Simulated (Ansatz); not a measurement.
**BiTe: a relaxation**

The task is a relaxation on BiTe. The structure is shown as the input types it.

Method: DFT, PBE, PAW with Ansatz's default frozen-core files, scalar-relativistic (as first typed), in Ansatz 0.2.0.

## Step 1: The system as given

Symmetry: Fm-3m, No. 225, cubic system. The conventional cell has a = 6.405 Å, b = 6.405 Å, c = 6.405 Å, α = 90.00°, β = 90.00°, γ = 90.00°. Bi (site symmetry m-3m) has 6 Te at 3.20 Å as nearest neighbours. Te (site symmetry m-3m) has 6 Bi at 3.20 Å as nearest neighbours.

The input asks for a charge of -4 e on the cell.

Structure file:

```
CELL_PARAMETERS angstrom
0.00000 3.20232 3.20232
3.20232 0.00000 3.20232
3.20232 3.20232 0.00000
ATOMIC_POSITIONS crystal
Bi 0.00000 0.00000 0.00000
Te 0.50000 0.50000 0.50000
```

## Step 2: Input and run

Input file input.yaml:

```yaml
crystal:
  lattice:
    - [0.0, 3.2023209981, 3.2023209981]
    - [3.2023209981, 0.0, 3.2023209981]
    - [3.2023209981, 3.2023209981, 0.0]
  atoms:
    - { symbol: Bi, position: [0.0, 0.0, 0.0] }
    - { symbol: Te, position: [0.5, 0.5, 0.5] }
kpoints:
  mp_grid: { grid: [9, 9, 9] }
scf:
  occupations: { method: fermi_dirac, width: 0.05 }
  max_iter: 75
hamiltonian:
  xc: pbe
  pseudopotentials: { kind: paw }
output:
  forces: true
  stress: true
  efg: { contact_densities: true }
relax:
  f_tol: 0.005
  max_steps: 80
  cell: {}
total_charge: -4
```

Command:

```bash
$ ansatz run input.yaml --threads 1 --pin off --max-ram 2048MiB --backend cpu --events-out ev --progress --plain --runs-dir out
```

**Question.** How will this run end, and is anything wrong with its input?

This run ends as converged, with warnings (gradients without spin orbit). That alone doesn't make the input a sound one.

The suspect setting: total_charge is -4. With this charge the calculation describes a differently charged system.

To check: delete total_charge (the default then holds).
